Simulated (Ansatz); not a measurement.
What does this script print? It uses Ansatz 0.2.0, Python API.

`ch4bo2sb.yaml`
```yaml
crystal:
  periodic: [false, false, false]
  atoms:
    - { symbol: B, position_ang: [0.6182, 1.375, 0.9503] }
    - { symbol: C, position_ang: [0.118, -0.0788, 0.9403] }
    - { symbol: O, position_ang: [0.5754, -0.8559, 1.7274] }
    - { symbol: Sb, position_ang: [-1.2873, -0.742, -0.4475] }
    - { symbol: O, position_ang: [-0.1233, -0.4356, -2.0318] }
    - { symbol: H, position_ang: [1.3847, 1.8144, 1.7041] }
    - { symbol: H, position_ang: [0.1236, 2.1802, 0.1698] }
    - { symbol: H, position_ang: [-0.7786, -2.4037, -0.306] }
    - { symbol: H, position_ang: [-0.5421, -0.8999, -2.7235] }
basis:
  gaussian: { orbitals: def2-SVP }
hamiltonian:
  xc: r2scan
output:
  forces: true
```

`deck_ch4bo2sb.py`
```python
'''CH4BO2Sb through the session interface.'''

import ansatz
import numpy as np

session = ansatz.Session.from_deck('ch4bo2sb.yaml')
rep = session.plan(threads=1).execute().report

print('reference energy %16.6f eV' % rep['reference_energy_ev'])
print('total energy     %16.6f eV' % rep['free_energy_ev'])
print('occupied orbitals outside the frozen core (up, down):', rep['n_occupied'], ' frozen:', rep['n_frozen'], ' virtual:', rep['n_virtual'])
symbols = ['B', 'C', 'O', 'Sb', 'O', 'H', 'H', 'H', 'H']

print('forces (eV/A)')
for symbol, f in zip(symbols, rep['forces_ev_ang']):
    print(f'  {symbol:2s} {f[0]:9.4f} {f[1]:9.4f} {f[2]:9.4f}')
charges = rep['charge_distribution']
dipole = np.array(charges['dipole_moment_e_ang']) * 4.803205
print('dipole (D): {:.3f} {:.3f} {:.3f}, length {:.3f}'.format(*dipole, np.linalg.norm(dipole)))
print('atom  Mulliken   Lowdin')
for symbol, m, l in zip(symbols, charges['mulliken_charges_e'], charges['lowdin_charges_e']):
    print(f'{symbol:4s} {m:9.3f} {l:8.3f}')
```

```console
$ python deck_ch4bo2sb.py
reference energy    -12402.167057 eV
total energy        -12402.167057 eV
occupied orbitals outside the frozen core (up, down): [27, 27]  frozen: 0  virtual: [75, 75]
forces (eV/A)
  B    -0.8663    2.2392   -1.1783
  C     0.9132    0.4206   -0.1059
  O     0.7363   -1.7389    1.9318
  Sb   -2.0633   -1.2473   -1.1847
  O     1.1727    1.2521    1.1725
  H     0.8938    0.0205    0.8065
  H     0.1645   -0.3041    0.0807
  H    -0.1378    0.2258    0.1997
  H    -0.8132   -0.8680   -1.7222
dipole (D): -1.664 0.354 -0.661, length 1.825
atom  Mulliken   Lowdin
B        0.140   -0.023
C       -0.032   -0.229
O       -0.171    0.147
Sb       0.498    0.378
O       -0.482   -0.073
H       -0.001   -0.019
H       -0.048   -0.019
H       -0.083   -0.090
H        0.179   -0.073
```

Reading the output:
- Total energies depend on the basis set; only differences at equal settings carry meaning.
- The geometry is a force-field or estimated start, not a minimum of this method, and the basis set is short of its limit.
- The Löwdin charges here are taken after orthogonalising the functions within each atom; they differ from plain Löwdin charges, and their signs can be unphysical.
- Finished in 6.3 s on 1 thread of Arm Neoverse V2, on a shared host, peak memory 0.21 GiB.
